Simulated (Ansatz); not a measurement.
# CH6N2SSn: the cost of one run

Method: the settings change from run to run; program: Ansatz 0.2.0, Gaussian basis.

### 1 The relaxed structure

An earlier PBE0-D4 in a triple-zeta def2 set relaxation fixed the geometry. Sn takes a core potential in def2 sets; no spin-orbit term is included.

11 atoms, charge 0, spin multiplicity 1.

Atoms are counted from 1 here; the program's logs count them from 0.

Bond lengths: N1–Sn2 2.066 Å, N1–H6 1.012 Å, N1–H7 1.012 Å, Sn2–S3 2.499 Å, Sn2–N5 2.391 Å, S3–H8 1.342 Å, C4–N5 1.261 Å, C4–H9 1.091 Å, C4–H10 1.090 Å, N5–H11 1.017 Å. Angles: Sn2–N1–H6 117.0°, Sn2–N1–H7 114.2°, H6–N1–H7 107.9°, N1–Sn2–S3 96.5°, N1–Sn2–N5 81.8°, S3–Sn2–N5 86.0°, Sn2–S3–H8 93.7°, N5–C4–H9 122.8°, N5–C4–H10 118.1°, H9–C4–H10 119.1°, Sn2–N5–C4 129.3°, Sn2–N5–H11 114.8°, C4–N5–H11 115.6°.

### 2 PBEsol/def2-mTZVP

Set apart from the defaults: charge -1, multiplicity 2, restricted open-shell orbitals, D3(BJ) dispersion, high accuracy.

in.yaml reads:

```yaml
crystal:
  periodic: [false, false, false]
  atoms:
    - {symbol: N, position_ang: [-0.423555, 1.389827, 1.574377]}
    - {symbol: Sn, position_ang: [1.292883, 0.510121, 0.832858]}
    - {symbol: S, position_ang: [1.025763, 1.305792, -1.520899]}
    - {symbol: C, position_ang: [-0.527579, -1.693509, -0.886256]}
    - {symbol: N, position_ang: [-0.256623, -1.215086, 0.248111]}
    - {symbol: H, position_ang: [-0.940678, 1.990483, 0.944740]}
    - {symbol: H, position_ang: [-0.289697, 1.891674, 2.442434]}
    - {symbol: H, position_ang: [2.306688, 1.065244, -1.840031]}
    - {symbol: H, position_ang: [-1.320499, -2.425967, -1.044366]}
    - {symbol: H, position_ang: [0.043302, -1.337852, -1.743682]}
    - {symbol: H, position_ang: [-0.844504, -1.537629, 1.013212]}
basis:
  gaussian: {orbitals: def2-mTZVP}
total_charge: -1
magnetization: {spin_polarized: false, initial_magnetization: 1}
hamiltonian: {xc: {name: PBEsol}, dispersion: d3bj}
accuracy: high
output: {forces: true}
```

Command:

```console
> ansatz run in.yaml --threads 4 --pin off --events-out ev --progress --plain --max-ram 10444MiB
```

Q: Estimate wall time and peak memory on 4 threads of Arm Neoverse V1, shared host.

About 18 s, with a peak of 0.6 GiB.
